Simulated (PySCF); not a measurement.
# Gd(OH)3: other functionals and bases at one geometry

The task here is to estimate one member of a computed series from the others.

The runs use PySCF 2.14.0; several levels, as the steps say, no spin–orbit coupling.

1 further run of the same task is left out (for a known fault of the program).

**Where the work starts**

7 atoms, charge 0, spin multiplicity 1.

Bond lengths: Gd1–O2 2.071 Å, Gd1–O4 2.071 Å, Gd1–O6 2.071 Å, O2–H3 0.956 Å, O4–H5 0.956 Å, O6–H7 0.956 Å. Angles: O2–Gd1–O4 119.9°, O2–Gd1–O6 119.9°, O4–Gd1–O6 119.9°, Gd1–O2–H3 178.3°, Gd1–O4–H5 178.3°, Gd1–O6–H7 178.3°.

Coordinates:

```
atom    x (Å)    y (Å)   z (Å)
 Gd1   0.0000   0.0000  0.0520
  O2   2.0698   0.0000  0.1289
  H3   3.0235   0.0000  0.1919
  O4  -1.0349   1.7925  0.1289
  H5  -1.5118   2.6185  0.1919
  O6  -1.0349  -1.7925  0.1289
  H7  -1.5118  -2.6185  0.1919
```

Formal oxidation states: Gd +3. Each metal's 7 4f electrons lie in its core potential, so multiplicities, spins and levels count the valence alone. An earlier session relaxed this geometry at PBE0, Gd lcecp-1-SVP with ECP53, O def2-SVP, H def2-SVP (singlet, point group C3v).

At PBE0 on the finer grid: E = -263.136640 Eh, HOMO -7.59 eV, LUMO -1.30 eV, Mulliken charge on Gd1 +1.10 e, largest force component 0.005 eV/Å. 

Levels to run: TPSS; PBE; PBE0, TZVP. Hardware: 2 threads of Arm Neoverse V2, shared host.

Set-up of the first run:

run.py (the lines that set the calculation) reads:

```python
mol = gto.M(atom='''
Gd     0.00000     0.00000     0.05203
O      2.06980     0.00000     0.12889
H      3.02354     0.00000     0.19194
O     -1.03490     1.79250     0.12889
H     -1.51177     2.61846     0.19194
O     -1.03490    -1.79250     0.12889
H     -1.51177    -2.61846     0.19194''',
    basis={'Gd': 'lcecp-1-SVP', 'O': 'def2-SVP', 'H': 'def2-SVP'},
    ecp={'Gd': 'lcecp-1-SVP'},
    charge=0, spin=0)
mf = dft.RKS(mol, xc='TPSS')
mf.grids.atom_grid = (75, 302)  # f atoms: unpruned, at least (60, 302)
mf = mf.density_fit()  # fitting sets: Gd AutoAux, O def2-universal-JKFIT, H def2-universal-JKFIT
mf.conv_tol = 1e-08; mf.max_cycle = 55
mf.kernel(dm0)  # dm0: the density of the relaxed state
```

Started as:

```sh
> OMP_NUM_THREADS=2 python run.py
```

Steps of the session up to this table: TPSS; PBE; PBE0, TZVP.

One table of the session follows, with a row left open; its other results are not shown here.

| level | HOMO (eV) | gap (eV) | charge on Gd1 (e) | dipole (D) | largest force component (eV/Å) |
| --- | --- | --- | --- | --- | --- |
| PBE0 (relaxed here) | -7.59 | 6.30 | 1.10 | 0.27 | 0.01 |
| TPSS | -5.99 | 4.24 | 0.98 | 0.26 | 0.53 |
| PBE | ? | ? | ? | ? | ? |
| PBE0, TZVP | -7.86 | 6.50 | 1.64 | 0.31 | 0.27 |

**Question.** Estimate the row for PBE.

**Answer.** HOMO (eV): -5.91; gap (eV): 3.90; charge on Gd1 (e): 0.87; dipole (D): 0.24; largest force component (eV/Å): 0.58. In the column «HOMO (eV)» it is the highest.

In one basis the HOMO–LUMO gap runs from 3.90 eV (PBE) to 6.30 eV (PBE0). The largest leftover force, 0.58 eV/Å with PBE, stands at a geometry relaxed at another level. With 4f in the core, its levels are missing from HOMO and gap, and its count is fixed, so no charge can pass from the ligands into it. Total energies of different levels can't be compared.
